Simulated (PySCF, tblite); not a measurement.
# C₃H₉FO₂Si₂: geometry, infrared bands and NMR shifts

Wanted: the infrared bands and NMR shifts of C₃H₉FO₂Si₂ (`C[C@@H](F)[Si@@H](C=O)O[SiH3]`), by calculation.

The runs use tblite 0.8.0 and PySCF 2.14.0, with density-fitted response routines of our own; the level of theory stands in each step. All values are computed, except where a source is named. Atoms are numbered from 0 throughout.

**1. The starting structure**

17 atoms, charge 0, multiplicity 1; geometry from: force field or distance geometry start.

Bonds of the start (Å): C0–C1 1.50, C1–F2 1.37, C1–Si3 1.85, Si3–C4 1.85, C4–O5 1.21, Si3–O6 1.70, O6–Si7 1.70, C0–H8 1.11, C0–H9 1.14, C0–H10 1.10, C1–H11 1.10, Si3–H12 1.47, C4–H13 1.08, Si7–H14 1.47, Si7–H15 1.49, Si7–H16 1.48.

**2. Optimising the geometry with GFN2-xTB**

Job settings and geometry (Å):

```
{"job": {"kind": "relax", "xc": "GFN2-xTB", "basis": "xTB"}, "charge": 0, "multiplicity": 1}
C     -2.221800    -0.602900    -0.049300
C     -0.945500    -0.451800    -0.817900
F     -1.246700     0.053000    -2.060600
Si     0.281600     0.679000    -0.025600
C     -0.511900     1.920800     1.097700
O     -0.487000     1.746300     2.299300
O      1.451400    -0.111700     0.921200
Si     2.731300    -0.827600     0.067500
H     -2.596500    -1.640300    -0.190100
H     -3.057000     0.065600    -0.433700
H     -2.146800    -0.450800     1.042400
H     -0.523900    -1.460100    -0.968100
H      0.918900     1.433500    -1.117400
H     -1.000000     2.810400     0.716800
H      2.208000    -1.835400    -0.869200
H      3.606200    -1.462100     1.090100
H      3.532700     0.146200    -0.713100
```

Started as:

```sh
> OMP_NUM_THREADS=1 python probes_run.py task.json out
```

This one command runs all jobs of the session in turn.

**Question.** This job is followed by: GFN2-xTB harmonic vibrations, gas phase; GIAO PBE0/pcSseg-1 NMR shielding, non-relativistic, gas phase. Predict these results of the whole session: strongest single infrared mode (GFN2-xTB); zero-point energy (GFN2-xTB); ¹³C shifts against TMS (PBE0/pcSseg-1); ¹H shifts against TMS (PBE0/pcSseg-1, means over atoms taken as alike); ¹⁹F shifts against CFCl3 (PBE0/pcSseg-1); ²⁹Si shifts against TMS (PBE0/pcSseg-1); ¹⁷O shifts against H2O (PBE0/pcSseg-1).

As calculated:

```
                                                              quantity                              value
                             strongest single infrared mode (GFN2-xTB)              2301 cm⁻¹, 463 km/mol
                                          zero-point energy (GFN2-xTB)                      70.2 kcal/mol
                                ¹³C shifts against TMS (PBE0/pcSseg-1)              253.6, 87.7, 19.9 ppm
¹H shifts against TMS (PBE0/pcSseg-1, means over atoms taken as alike)  12.33, 5.19, 5.11, 5.03, 1.52 ppm
                              ¹⁹F shifts against CFCl3 (PBE0/pcSseg-1)                         -258.6 ppm
                               ²⁹Si shifts against TMS (PBE0/pcSseg-1)                   -32.4, -44.2 ppm
                                ¹⁷O shifts against H2O (PBE0/pcSseg-1)                     931.7, 3.0 ppm
```

**Reading.** Relaxing lowered the energy by 0.909 eV in 266 steps; the close pair that moved most is Si3–O6, from 1.700 to 1.606 Å. No mode is imaginary among the 45: a minimum at this level. GFN2-xTB is a fitted tight-binding method: band positions and strengths are rough. Its intensities can rank the bands wrongly. At PBE0/pcSseg-1: The widest tensor belongs to O5: span 2097 ppm, with a paramagnetic part of -996 ppm.
